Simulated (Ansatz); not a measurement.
# BClH6OSi: the cost of one run

Program: Ansatz 0.2.0. Level of theory: RKS PBE0/6-31G*. These are calculated values, not measurements.

## Step 1: The structure to begin with

Bond lengths: B1–Cl3 1.860 Å, B1–H4 1.190 Å, B1–O5 1.710 Å, O5–Si6 1.680 Å, Si6–H7 1.460 Å, Si6–H8 1.460 Å, Si6–H9 1.460 Å. Angles: Cl3–B1–H4 120.0°, Cl3–B1–O5 88.5°, H4–B1–O5 110.0°, B1–O5–Si6 125.0°, O5–Si6–H7 109.5°, O5–Si6–H8 109.5°, O5–Si6–H9 109.5°, H7–Si6–H8 109.4°, H7–Si6–H9 109.4°, H8–Si6–H9 109.4°.

Coordinates:

```xyz
10

B     0.0000    0.0000    0.0000
H     0.0000    0.0000    1.5400
Cl    1.6108    0.0000   -0.9300
H    -1.0305    0.0000   -0.5950
O     0.3647    1.5813    0.5392
Si    1.5600    1.9672    1.6549
H     2.2860    0.7572    2.0295
H     2.4875    2.9269    1.0631
H     0.9466    2.5534    2.8431
H     0.1936    0.8393    1.5370
```

## Step 2: A restrained relaxation towards end A

Springs on the bonds that form and break draw the guess towards this end; the thresholds are loose.

File input.yaml:

```yaml
crystal:
  periodic: [false, false, false]
  atoms:
    - { symbol: B, position_ang: [0.0, 0.0, 0.0] }
    - { symbol: H, position_ang: [0.0, 0.0, 1.54] }
    - { symbol: Cl, position_ang: [1.6108, 0.0, -0.93] }
    - { symbol: H, position_ang: [-1.0305, 0.0, -0.595] }
    - { symbol: O, position_ang: [0.3647, 1.5813, 0.5392] }
    - { symbol: Si, position_ang: [1.56, 1.9672, 1.6549] }
    - { symbol: H, position_ang: [2.286, 0.7572, 2.0295] }
    - { symbol: H, position_ang: [2.4875, 2.9269, 1.0631] }
    - { symbol: H, position_ang: [0.9466, 2.5534, 2.8431] }
    - { symbol: H, position_ang: [0.1936, 0.8393, 1.537] }
basis:
  gaussian: { orbitals: "6-31G*" }
hamiltonian:
  xc: pbe0
relax:
  f_tol: 0.15
  max_steps: 25
  restrain:
    - { distance: [0, 4], at: 2.61, k: 30.0 }
    - { distance: [9, 1], at: 1.86, k: 30.0 }
    - { distance: [0, 1], at: 1.19, k: 30.0 }
    - { distance: [9, 4], at: 1.01, k: 30.0 }
```

Command:

```bash
$ ansatz run input.yaml --threads 1 --pin off --max-ram 2048MiB --backend cpu --events-out ev --progress --plain --runs-dir out
```

**Question.** How long does this run take on 1 thread of Arm Neoverse V1, shared host, and how much memory does it need?

About 50 s, with a peak of 0.16 GiB.
